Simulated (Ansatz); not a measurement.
**H4N2Si2: levels of theory**

Aim: for H4N2Si2, compare levels of theory; the runs are relaxing the atoms, batch in weak fields and harmonic vibrations.

Computed with Ansatz 0.2.0 (DFT r2SCAN, Gaussian basis cc-pV(T+d)Z, and further levels as typed in the inputs, unless a step's input says otherwise).

**1. Starting point**

Bond lengths: Si1–N3 1.765 Å, Si2–N3 1.771 Å, Si1–N4 1.773 Å, Si2–N4 1.770 Å, Si1–H5 1.452 Å, Si1–H6 1.458 Å, Si2–H7 1.452 Å, Si2–H8 1.438 Å. Angles: N3–Si2–N4 82.6°, N3–Si2–H7 125.6°, N3–Si2–H8 105.7°, N4–Si2–H7 125.9°, N4–Si2–H8 104.6°, H7–Si2–H8 108.6°, N3–Si1–N4 82.7°, N3–Si1–H5 125.4°, N3–Si1–H6 103.8°, N4–Si1–H5 126.6°, N4–Si1–H6 103.8°, H5–Si1–H6 109.9°, Si1–N3–Si2 88.5°, Si1–N4–Si2 88.2°.

As a file:

```xyz
8

Si    1.2362   -0.0061    0.2447
Si   -1.2307    0.0087    0.2270
N     0.0174    1.1724   -0.2468
N    -0.0025   -1.1654   -0.2706
H     1.9468   -0.0038    1.5113
H     2.1890   -0.0017   -0.8588
H    -1.9496    0.0058    1.4890
H    -2.1886    0.0090   -0.8450
```

**2. Relaxing the atoms: H4N2Si2**

Contents of input.yaml:

```yaml
relax:
  f_tol: 0.001
  max_steps: 200
crystal:
  periodic: [false, false, false]
  atoms:
    - { symbol: Si, position_ang: [1.236243, -0.006118, 0.244718] }
    - { symbol: Si, position_ang: [-1.23073, 0.008654, 0.226985] }
    - { symbol: "N", position_ang: [0.017448, 1.172388, -0.24681] }
    - { symbol: "N", position_ang: [-0.002494, -1.165379, -0.270601] }
    - { symbol: H, position_ang: [1.946776, -0.003841, 1.511338] }
    - { symbol: H, position_ang: [2.189001, -0.001724, -0.858779] }
    - { symbol: H, position_ang: [-1.949578, 0.005828, 1.488994] }
    - { symbol: H, position_ang: [-2.188553, 0.009016, -0.844975] }
basis:
  gaussian: { orbitals: "cc-pV(T+d)Z.json" }
hamiltonian:
  xc: r2scan
```

The run is started by

```bash
$ ansatz run input.yaml --threads 4 --pin off --max-ram 8192MiB --backend cpu --events-out ev --progress --plain --runs-dir out
```

What it wrote, cut to the lines that bear on the results:

```text
Warning: RAYON_NUM_THREADS=4 ignored (pool sized by the plan → 4); use --threads N
[...]
Functional definition: r2SCAN
[...]
1186 factors; their error is unknown
[...]
mean field -18796.28253805 eV, -690.7506426954 hartree, gradient 3.8e-5 eV, S^2 0.000000; 1 other end points of the search recorded, 0 dependent functions left out
[...]
reference -18796.28254970 eV, -690.7506431236 hartree; 23, 23 occupied and 171, 171 virtual orbitals, 1186 factors
relax step   1: F+E_penalty+E_count = -18796.28253805 eV  Δ(F+E_penalty+E_count) = +0.000e0 eV  max|allowed force component| = 2.596e0 eV/Å  Δτ_max = 0.0000 Å  (48 SCF iters, accepted)
[...]
relax step   7: F+E_penalty+E_count = -18797.66513713 eV  Δ(F+E_penalty+E_count) = -1.966e-5 eV  max|allowed force component| = 4.051e-3 eV/Å  Δτ_max = 0.0043 Å  (34 SCF iters, accepted)
[...]
relax step   8: F+E_penalty+E_count = -18797.66513820 eV  Δ(F+E_penalty+E_count) = -1.074e-6 eV  max|allowed force component| = 3.428e-4 eV/Å  Δτ_max = 0.0005 Å  (21 SCF iters, accepted)
1186 factors; their error is unknown
mean field -18797.66513820 eV, -690.8014523138 hartree, gradient 4.4e-5 eV, S^2 0.000000; 1 other end points of the search recorded, 0 dependent functions left out
[...]
reference -18797.66515019 eV, -690.8014527545 hartree; 23, 23 occupied and 171, 171 virtual orbitals, 1186 factors
Total energy: -18797.66515019 eV, -690.8014527545 hartree
Atom 0 at     1.318589    -0.002348     0.145633 Å, force    -0.000269    -0.000343     0.000078 eV/Å
Atom 1 at    -1.314026     0.007190     0.141978 Å, force     0.000272    -0.000152     0.000079 eV/Å
Atom 2 at     0.006516     0.916327    -0.520359 Å, force     0.000080    -0.000151    -0.000115 eV/Å
Atom 3 at    -0.000082    -0.906620    -0.526988 Å, force    -0.000087     0.000267    -0.000105 eV/Å
Atom 4 at     1.538163    -0.008524     1.611918 Å, force    -0.000062     0.000116     0.000274 eV/Å
Atom 5 at     2.590874    -0.004345    -0.600888 Å, force    -0.000153     0.000168    -0.000243 eV/Å
Atom 6 at    -1.537707     0.002656     1.607648 Å, force     0.000061     0.000041     0.000274 eV/Å
Atom 7 at    -2.584215     0.014488    -0.608072 Å, force     0.000159     0.000054    -0.000242 eV/Å
Dipole moment:    -0.000530    -0.001356     0.377712 e Å
```

It took 16 s on 4 threads of Intel Xeon Platinum 8488C (Sapphire Rapids), shared host; peak memory 0.32 GiB.

The steps of the relaxation:

```csv
step,energy from step 1 (eV),largest force component (eV/Å)
1,0.0000,2.5964
2,-0.9306,2.1194
3,-1.2345,1.3907
4,-1.3782,0.1528
5,-1.3813,0.1364
6,-1.3826,0.0115
7,-1.3826,0.0041
8,-1.3826,0.0003
```

Step 1 is the start.

Before: Bond lengths: Si1–N3 1.765 Å, Si2–N3 1.771 Å, Si1–N4 1.773 Å, Si2–N4 1.770 Å, Si1–H5 1.452 Å, Si1–H6 1.458 Å, Si2–H7 1.452 Å, Si2–H8 1.438 Å. Angles: N3–Si2–N4 82.6°, N3–Si2–H7 125.6°, N3–Si2–H8 105.7°, N4–Si2–H7 125.9°, N4–Si2–H8 104.6°, H7–Si2–H8 108.6°, N3–Si1–N4 82.7°, N3–Si1–H5 125.4°, N3–Si1–H6 103.8°, N4–Si1–H5 126.6°, N4–Si1–H6 103.8°, H5–Si1–H6 109.9°, Si1–N3–Si2 88.5°, Si1–N4–Si2 88.2°.

After: Bond lengths: Si1–N3 1.735 Å, Si2–N3 1.735 Å, Si1–N4 1.735 Å, Si2–N4 1.735 Å, Si1–H5 1.483 Å, Si1–H6 1.475 Å, Si2–H7 1.483 Å, Si2–H8 1.475 Å. Angles: N3–Si2–N4 63.4°, N3–Si2–H7 119.6°, N3–Si2–H8 117.3°, N4–Si2–H7 119.6°, N4–Si2–H8 117.3°, H7–Si2–H8 111.9°, N3–Si1–N4 63.4°, N3–Si1–H5 119.6°, N3–Si1–H6 117.3°, N4–Si1–H5 119.6°, N4–Si1–H6 117.3°, H5–Si1–H6 111.9°, Si1–N3–Si2 98.7°, Si1–N4–Si2 98.7°.

**3. Batch in weak fields**

It takes final geometries of earlier steps.

Contents of input.yaml:

```yaml
hamiltonian:
  xc: r2scan
batch:
  members: [f0p.yaml, f0m.yaml, f1p.yaml, f1m.yaml, f2p.yaml, f2m.yaml]
output:
  forces: true
scf:
  lower_state_search: "off"
# f0m.yaml, one of 6 members:
crystal:
  periodic: [false, false, false]
  atoms:
    - { symbol: Si, position_ang: [1.31858889, -0.00234846, 0.14563316] }
    - { symbol: Si, position_ang: [-1.3140259, 0.00719043, 0.14197787] }
    - { symbol: "N", position_ang: [0.00651645, 0.91632718, -0.52035899] }
    - { symbol: "N", position_ang: [-8.17e-05, -0.90662026, -0.52698823] }
    - { symbol: H, position_ang: [1.53816343, -0.00852408, 1.61191841] }
    - { symbol: H, position_ang: [2.59087419, -0.00434483, -0.60088841] }
    - { symbol: H, position_ang: [-1.53770714, 0.00265644, 1.60764819] }
    - { symbol: H, position_ang: [-2.58421521, 0.01448756, -0.60807201] }
basis:
  gaussian:
    orbitals: "cc-pV(T+d)Z.json"
    point_charges:
      - { charge: 2.500062, position_ang: [60.002264, 0.002353, 0.156359] }
      - { charge: -2.500062, position_ang: [-59.997736, 0.002353, 0.156359] }
```

What it wrote, cut to the lines that bear on the results:

```text
Warning: RAYON_NUM_THREADS=4 ignored (pool sized by the plan → 4); use --threads N
[...]
Functional definition: r2SCAN
[...]
Member 3: Total energy: -18797.66527606 eV, -690.8014573802 hartree
Member 3: Atom 0 at     1.318589    -0.002348     0.145633 Å, force    -0.000193    -0.014351     0.000115 eV/Å
Member 3: Atom 1 at    -1.314026     0.007190     0.141978 Å, force     0.000334    -0.014112     0.000084 eV/Å
Member 3: Atom 2 at     0.006516     0.916327    -0.520359 Å, force     0.000020     0.009074    -0.000891 eV/Å
Member 3: Atom 3 at    -0.000082    -0.906620    -0.526988 Å, force    -0.000112     0.009412     0.000662 eV/Å
Member 3: Atom 4 at     1.538163    -0.008524     1.611918 Å, force    -0.000076     0.002481     0.000264 eV/Å
Member 3: Atom 5 at     2.590874    -0.004345    -0.600888 Å, force    -0.000160     0.002611    -0.000252 eV/Å
[...]
Member 5: Atom 0 at     1.318589    -0.002348     0.145633 Å, force     0.000589    -0.000239    -0.019304 eV/Å
Member 5: Atom 1 at    -1.314026     0.007190     0.141978 Å, force    -0.000604     0.000006    -0.019295 eV/Å
Member 5: Atom 2 at     0.006516     0.916327    -0.520359 Å, force     0.000064    -0.001595     0.009485 eV/Å
Member 5: Atom 3 at    -0.000082    -0.906620    -0.526988 Å, force    -0.000056     0.001476     0.009372 eV/Å
Member 5: Atom 4 at     1.538163    -0.008524     1.611918 Å, force    -0.000147     0.000102     0.005861 eV/Å
Member 5: Atom 5 at     2.590874    -0.004345    -0.600888 Å, force    -0.000517     0.000177     0.004019 eV/Å
Member 5: Atom 6 at    -1.537707     0.002656     1.607648 Å, force     0.000142     0.000022     0.005859 eV/Å
Member 5: Atom 7 at    -2.584215     0.014488    -0.608072 Å, force     0.000528     0.000051     0.004022 eV/Å
Member 5: Dipole moment:    -0.000536    -0.001351     0.366409 e Å
Member 5: Checks for a lower state left out: stability, starts, cluster_reference, orbital_swaps, neighbouring_geometries, increment
```

Wall time 8.6 s (4 threads of Intel Xeon Platinum 8488C (Sapphire Rapids), shared host); peak memory 0.77 GiB.

**4. Harmonic vibrations**

It takes the final geometry of step 3.

Changes to input.yaml since step 3:

```diff
@@ -1,10 +1 @@
-hamiltonian:
-  xc: r2scan
-batch:
-  members: [f0p.yaml, f0m.yaml, f1p.yaml, f1m.yaml, f2p.yaml, f2m.yaml]
-output:
-  forces: true
-scf:
-  lower_state_search: "off"
-# f0m.yaml, one of 6 members:
 crystal:
@@ -21,6 +12,5 @@
 basis:
-  gaussian:
-    orbitals: "cc-pV(T+d)Z.json"
-    point_charges:
-      - { charge: 2.500062, position_ang: [60.002264, 0.002353, 0.156359] }
-      - { charge: -2.500062, position_ang: [-59.997736, 0.002353, 0.156359] }
+  gaussian: { orbitals: "cc-pV(T+d)Z.json" }
+hamiltonian:
+  xc: r2scan
+phonons: {}
```

The run is started by

```bash
$ ansatz run input.yaml --threads 4 --pin off --max-ram 8192MiB --backend cpu --events-out ev --progress --plain --runs-dir out
```

What it wrote, cut to the lines that bear on the results:

```text
Warning: RAYON_NUM_THREADS=4 ignored (pool sized by the plan → 4); use --threads N
[...]
Functional definition: r2SCAN
[...]
1186 factors; their error is unknown
[...]
mean field -18797.66513829 eV, -690.8014523172 hartree, gradient 1.7e-5 eV, S^2 0.000000; 0 other end points of the search recorded, 0 dependent functions left out
[...]
reference -18797.66515029 eV, -690.8014527579 hartree; 23, 23 occupied and 171, 171 virtual orbitals, 1186 factors
[...]
1186 factors; their error is unknown
mean field -18797.66498697 eV, -690.8014467560 hartree, gradient 2.0e-6 eV, S^2 0.000000; 0 other end points of the search recorded, 0 dependent functions left out
[...]
reference -18797.66499896 eV, -690.8014471968 hartree; 23, 23 occupied and 171, 171 virtual orbitals, 1186 factors
[...]
1186 factors; their error is unknown
[...]
reference -18797.66509219 eV, -690.8014506230 hartree; 23, 23 occupied and 171, 171 virtual orbitals, 1186 factors
[...]
1186 factors; their error is unknown
mean field -18797.66507958 eV, -690.8014501596 hartree, gradient 2.1e-6 eV, S^2 0.000000; 0 other end points of the search recorded, 0 dependent functions left out
[...]
reference -18797.66509157 eV, -690.8014506003 hartree; 23, 23 occupied and 171, 171 virtual orbitals, 1186 factors
[...]
1186 factors; their error is unknown
mean field -18797.66510880 eV, -690.8014512334 hartree, gradient 2.4e-6 eV, S^2 0.000000; 0 other end points of the search recorded, 0 dependent functions left out
[...]
reference -18797.66512079 eV, -690.8014516742 hartree; 23, 23 occupied and 171, 171 virtual orbitals, 1186 factors
[...]
1186 factors; their error is unknown
[...]
mean field -18797.66510961 eV, -690.8014512632 hartree, gradient 1.1e-6 eV, S^2 0.000000; 0 other end points of the search recorded, 0 dependent functions left out
[...]
```

**5. The output, continued: r2scan-vib**

The log, continued, cut to the lines that bear on the results:

```text
reference -18797.66512160 eV, -690.8014517039 hartree; 23, 23 occupied and 171, 171 virtual orbitals, 1186 factors
[...]
1186 factors; their error is unknown
mean field -18797.66512950 eV, -690.8014519941 hartree, gradient 9.9e-7 eV, S^2 0.000000; 0 other end points of the search recorded, 0 dependent functions left out
[...]
reference -18797.66514150 eV, -690.8014524349 hartree; 23, 23 occupied and 171, 171 virtual orbitals, 1186 factors
[...]
1186 factors; their error is unknown
mean field -18797.66512983 eV, -690.8014520064 hartree, gradient 1.3e-6 eV, S^2 0.000000; 0 other end points of the search recorded, 0 dependent functions left out
[...]
reference -18797.66514183 eV, -690.8014524471 hartree; 23, 23 occupied and 171, 171 virtual orbitals, 1186 factors
[...]
1186 factors; their error is unknown
[...]
Atom 0 at     1.318589    -0.002348     0.145633 Å, force    -0.000265    -0.000255     0.000075 eV/Å
Atom 1 at    -1.314026     0.007190     0.141978 Å, force     0.000283    -0.000017     0.000074 eV/Å
Atom 2 at     0.006516     0.916327    -0.520359 Å, force     0.000056    -0.000271    -0.000043 eV/Å
Atom 3 at    -0.000082    -0.906620    -0.526988 Å, force    -0.000074     0.000154    -0.000171 eV/Å
Atom 4 at     1.538163    -0.008524     1.611918 Å, force    -0.000064     0.000113     0.000275 eV/Å
Atom 5 at     2.590874    -0.004345    -0.600888 Å, force    -0.000152     0.000182    -0.000243 eV/Å
Atom 6 at    -1.537707     0.002656     1.607648 Å, force     0.000058     0.000034     0.000276 eV/Å
Atom 7 at    -2.584215     0.014488    -0.608072 Å, force     0.000159     0.000059    -0.000243 eV/Å
Dipole moment:    -0.000531    -0.001356     0.377712 e Å
Vibrations: 213.21 457.02 504.68 537.93 660.71 669.34 696.15 697.86 822.87 831.40 858.15 946.44 990.43 1015.90 2213.30 2224.01 2265.83 2268.26 cm⁻¹, zero-point energy 1.170007 eV
```

Run time: 47 s. Hardware: 4 threads of Intel Xeon Platinum 8488C (Sapphire Rapids), shared host; peak memory 0.29 GiB.

Harmonic frequencies from the force constants, with rigid motions projected out (i: imaginary):

```csv
mode,cm⁻¹,IR (km/mol)
1,213,4.2
2,457,4.2
3,505,0.0
4,538,3.5
5,661,19.2
6,669,0.2
7,697,0.0
8,698,76.9
9,823,113.2
10,832,0.0
11,859,9.1
12,947,143.4
13,991,279.8
14,1016,27.2
15,2214,40.2
16,2224,157.6
17,2266,159.1
18,2269,56.6
```

**6. Relaxing the atoms: B3LYP, Gaussian basis cc-pV(T+d)Z**

Contents of input.yaml:

```yaml
relax:
  f_tol: 0.001
  max_steps: 200
crystal:
  periodic: [false, false, false]
  atoms:
    - { symbol: Si, position_ang: [1.236243, -0.006118, 0.244718] }
    - { symbol: Si, position_ang: [-1.23073, 0.008654, 0.226985] }
    - { symbol: "N", position_ang: [0.017448, 1.172388, -0.24681] }
    - { symbol: "N", position_ang: [-0.002494, -1.165379, -0.270601] }
    - { symbol: H, position_ang: [1.946776, -0.003841, 1.511338] }
    - { symbol: H, position_ang: [2.189001, -0.001724, -0.858779] }
    - { symbol: H, position_ang: [-1.949578, 0.005828, 1.488994] }
    - { symbol: H, position_ang: [-2.188553, 0.009016, -0.844975] }
basis:
  gaussian: { orbitals: "cc-pV(T+d)Z.json" }
hamiltonian:
  xc: { name: B3LYP }
```

The run is started by

```bash
$ ansatz run input.yaml --threads 4 --pin off --max-ram 8192MiB --backend cpu --events-out ev --progress --plain --runs-dir out
```

What it wrote, cut to the lines that bear on the results:

```text
Warning: RAYON_NUM_THREADS=4 ignored (pool sized by the plan → 4); use --threads N
[...]
Functional definition: B3LYP
[...]
1224 factors; their error is unknown
[...]
mean field -18800.30641508 eV, -690.8985174490 hartree, gradient 6.2e-5 eV, S^2 0.000000; 0 other end points of the search recorded, 0 dependent functions left out
[...]
reference -18800.30666649 eV, -690.8985266878 hartree; 23, 23 occupied and 171, 171 virtual orbitals, 1224 factors
relax step   1: F+E_penalty+E_count = -18800.30641508 eV  Δ(F+E_penalty+E_count) = +0.000e0 eV  max|allowed force component| = 2.587e0 eV/Å  Δτ_max = 0.0000 Å  (31 SCF iters, accepted)
[...]
relax step   6: F+E_penalty+E_count = -18801.67542614 eV  Δ(F+E_penalty+E_count) = -1.275e-4 eV  max|allowed force component| = 2.738e-3 eV/Å  Δτ_max = 0.0023 Å  (26 SCF iters, accepted)
[...]
reference -18801.67568914 eV, -690.9488373425 hartree; 23, 23 occupied and 171, 171 virtual orbitals, 1224 factors
Total energy: -18801.67568914 eV, -690.9488373425 hartree
Atom 0 at     1.333971    -0.002401     0.146493 Å, force     0.000235    -0.000302     0.000508 eV/Å
Atom 1 at    -1.329409     0.007249     0.142743 Å, force    -0.000314    -0.000235     0.000505 eV/Å
Atom 2 at     0.006483     0.921108    -0.476758 Å, force     0.000067    -0.000001    -0.000523 eV/Å
Atom 3 at    -0.000147    -0.911721    -0.483418 Å, force    -0.000037     0.000048    -0.000645 eV/Å
Atom 4 at     1.606819    -0.008735     1.599486 Å, force    -0.000042     0.000143    -0.000225 eV/Å
Atom 5 at     2.582334    -0.004161    -0.632689 Å, force    -0.000064     0.000148     0.000288 eV/Å
Atom 6 at    -1.606379     0.002938     1.594963 Å, force     0.000033     0.000092    -0.000233 eV/Å
Atom 7 at    -2.575558     0.014548    -0.639950 Å, force     0.000121     0.000108     0.000324 eV/Å
Dipole moment:    -0.000542    -0.001359     0.381542 e Å
```

Wall time 14 s (4 threads of Intel Xeon Platinum 8488C (Sapphire Rapids), shared host); peak memory 0.52 GiB.

The steps of the relaxation:

```csv
step,energy from step 1 (eV),largest force component (eV/Å)
1,0.0000,2.5871
2,-0.9506,2.0968
3,-1.2665,1.2341
4,-1.3654,0.2182
5,-1.3689,0.0386
6,-1.3690,0.0027
7,-1.3690,0.0006
```

Step 1 is the start.

Before: Bond lengths: Si1–N3 1.765 Å, Si2–N3 1.771 Å, Si1–N4 1.773 Å, Si2–N4 1.770 Å, Si1–H5 1.452 Å, Si1–H6 1.458 Å, Si2–H7 1.452 Å, Si2–H8 1.438 Å. Angles: N3–Si2–N4 82.6°, N3–Si2–H7 125.6°, N3–Si2–H8 105.7°, N4–Si2–H7 125.9°, N4–Si2–H8 104.6°, H7–Si2–H8 108.6°, N3–Si1–N4 82.7°, N3–Si1–H5 125.4°, N3–Si1–H6 103.8°, N4–Si1–H5 126.6°, N4–Si1–H6 103.8°, H5–Si1–H6 109.9°, Si1–N3–Si2 88.5°, Si1–N4–Si2 88.2°.

After: Bond lengths: Si1–N3 1.733 Å, Si2–N3 1.733 Å, Si1–N4 1.733 Å, Si2–N4 1.733 Å, Si1–H5 1.478 Å, Si1–H6 1.472 Å, Si2–H7 1.478 Å, Si2–H8 1.472 Å. Angles: N3–Si2–N4 63.8°, N3–Si2–H7 119.8°, N3–Si2–H8 117.4°, N4–Si2–H7 119.8°, N4–Si2–H8 117.4°, H7–Si2–H8 111.3°, N3–Si1–N4 63.8°, N3–Si1–H5 119.8°, N3–Si1–H6 117.4°, N4–Si1–H5 119.8°, N4–Si1–H6 117.4°, H5–Si1–H6 111.3°, Si1–N3–Si2 100.4°, Si1–N4–Si2 100.4°.

**7. Batch in weak fields**

It takes final geometries of earlier steps.

Contents of input.yaml:

```yaml
hamiltonian:
  xc: { name: B3LYP }
batch:
  members: [f0p.yaml, f0m.yaml, f1p.yaml, f1m.yaml, f2p.yaml, f2m.yaml]
output:
  forces: true
scf:
  lower_state_search: "off"
# f0m.yaml, one of 6 members:
crystal:
  periodic: [false, false, false]
  atoms:
    - { symbol: Si, position_ang: [1.33397079, -0.00240149, 0.14649308] }
    - { symbol: Si, position_ang: [-1.32940926, 0.00724901, 0.14274269] }
    - { symbol: "N", position_ang: [0.00648326, 0.92110802, -0.47675761] }
    - { symbol: "N", position_ang: [-0.00014698, -0.91172132, -0.48341789] }
    - { symbol: H, position_ang: [1.60681868, -0.00873469, 1.59948591] }
    - { symbol: H, position_ang: [2.58233406, -0.00416098, -0.63268881] }
    - { symbol: H, position_ang: [-1.60637928, 0.00293761, 1.59496301] }
    - { symbol: H, position_ang: [-2.57555828, 0.01454784, -0.63995037] }
basis:
  gaussian:
    orbitals: "cc-pV(T+d)Z.json"
    point_charges:
      - { charge: 2.500062, position_ang: [60.002264, 0.002353, 0.156359] }
      - { charge: -2.500062, position_ang: [-59.997736, 0.002353, 0.156359] }
```

What it wrote, cut to the lines that bear on the results:

```text
Warning: RAYON_NUM_THREADS=4 ignored (pool sized by the plan → 4); use --threads N
[...]
Functional definition: B3LYP
[...]
Member 3: Total energy: -18801.67581509 eV, -690.9488419709 hartree
Member 3: Atom 0 at     1.333971    -0.002401     0.146493 Å, force     0.000315    -0.014535     0.000552 eV/Å
Member 3: Atom 1 at    -1.329409     0.007249     0.142743 Å, force    -0.000253    -0.014467     0.000519 eV/Å
Member 3: Atom 2 at     0.006483     0.921108    -0.476758 Å, force     0.000032     0.009308    -0.000953 eV/Å
Member 3: Atom 3 at    -0.000147    -0.911721    -0.483418 Å, force    -0.000088     0.009257    -0.000235 eV/Å
Member 3: Atom 4 at     1.606819    -0.008735     1.599486 Å, force    -0.000057     0.002587    -0.000238 eV/Å
Member 3: Atom 5 at     2.582334    -0.004161    -0.632689 Å, force    -0.000071     0.002682     0.000279 eV/Å
[...]
Member 5: Atom 0 at     1.333971    -0.002401     0.146493 Å, force     0.000703    -0.000281    -0.019830 eV/Å
Member 5: Atom 1 at    -1.329409     0.007249     0.142743 Å, force    -0.000810    -0.000210    -0.019819 eV/Å
Member 5: Atom 2 at     0.006483     0.921108    -0.476758 Å, force     0.000084    -0.001333     0.009680 eV/Å
Member 5: Atom 3 at    -0.000147    -0.911721    -0.483418 Å, force    -0.000025     0.001377     0.009599 eV/Å
Member 5: Atom 4 at     1.606819    -0.008735     1.599486 Å, force    -0.000076     0.000126     0.005464 eV/Å
Member 5: Atom 5 at     2.582334    -0.004161    -0.632689 Å, force    -0.000426     0.000147     0.004716 eV/Å
Member 5: Atom 6 at    -1.606379     0.002938     1.594963 Å, force     0.000063     0.000074     0.005455 eV/Å
Member 5: Atom 7 at    -2.575558     0.014548    -0.639950 Å, force     0.000488     0.000100     0.004755 eV/Å
Member 5: Dipole moment:    -0.000547    -0.001354     0.370421 e Å
Member 5: Checks for a lower state left out: stability, starts, cluster_reference, orbital_swaps, neighbouring_geometries, increment
```

Run time: 9.2 s. Hardware: 4 threads of Intel Xeon Platinum 8488C (Sapphire Rapids), shared host; peak memory 1.6 GiB.

[end of part 1 of 2]
